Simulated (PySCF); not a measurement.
# CaI: from the state search to spectroscopic constants

The task here is to estimate one member of a computed series from the others.

The runs use PySCF 2.14.0; Ca x2c-SVPall, I x2c-SVPall, spin-free X2C with a Gaussian nucleus.

Set-up of the first run:

A driver script around PySCF takes these settings:

```json
{
  "atoms": "Ca, I",
  "charge": "0",
  "basis": "Ca x2c-SVPall, I x2c-SVPall",
  "Hamiltonian": "spin-free X2C with a Gaussian nucleus",
  "basis functions": "60",
  "electrons treated": "73",
  "masses in u": "39.9626, 126.9045",
  "levels": "PBE0, PBE, r²SCAN, B3LYP, M06, r²SCANh, CAM-B3LYP, HF, MP2, SCS-MP2, CCSD, CCSD(T)",
  "grid": "80 radial by 434 angular points",
  "occupations": "held fixed by the projection of orbital angular momentum",
  "dissociation limit": "Ca + I, each in its ground configuration",
  "starting distance in angstrom": "2.900",
  "values of 2S to try": "1, 3"
}
```

Command:

```sh
OMP_NUM_THREADS=1 python dia.py task.json out
```

Among the steps run: Input; First curve: PBE0; Excited determinants; PBE; r²SCAN (meta-GGA); B3LYP; M06; r²SCANh (hybrid meta-GGA); CAM-B3LYP (range-separated hybrid); UHF (mean field); Correlated methods on the Hartree–Fock reference.

One of the session's tables, all rows but one given; the rest of the session is left out.

Energy (eV) from each level's lowest point:

| R (Å) | UHF | UHF-MP2 | UHF-SCS-MP2 | UHF-CCSD | UHF-CCSD(T) |
| --- | --- | --- | --- | --- | --- |
| 2.428 | 1.209 | 1.087 | 1.118 | n/a | n/a |
| 2.541 | 0.613 | 0.532 | 0.552 | 0.550 | 0.544 |
| 2.654 | ? | ? | ? | ? | ? |
| 2.738 | 0.103 | 0.074 | 0.082 | 0.081 | 0.079 |
| 2.823 | 0.024 | 0.011 | 0.014 | 0.014 | 0.013 |
| 2.908 | 0.000 | 0.000 | 0.000 | 0.000 | 0.000 |
| 3.021 | 0.033 | 0.047 | 0.043 | 0.043 | 0.043 |
| 3.162 | 0.147 | 0.173 | 0.165 | 0.165 | 0.166 |
| 3.331 | 0.350 | 0.386 | 0.373 | 0.373 | 0.374 |
| 3.557 | 0.677 | 0.724 | 0.707 | n/a | n/a |

Q: Estimate the row for R (Å) = 2.654 from the others.

Worked estimate for «UHF». A straight line through the neighbours (2.541, 0.613) and (2.738, 0.103) gives 0.613 + (0.103 − 0.613) × (2.654 − 2.541) / (2.738 − 2.541) = 0.320; a parabola fitted to 4 rows on both sides gives 0.245.

**Answer.** UHF: 0.256; UHF-MP2: 0.208; UHF-SCS-MP2: 0.221; UHF-CCSD: 0.219; UHF-CCSD(T): 0.216. In «UHF» the line misses by +0.064 and the parabola by -0.011.
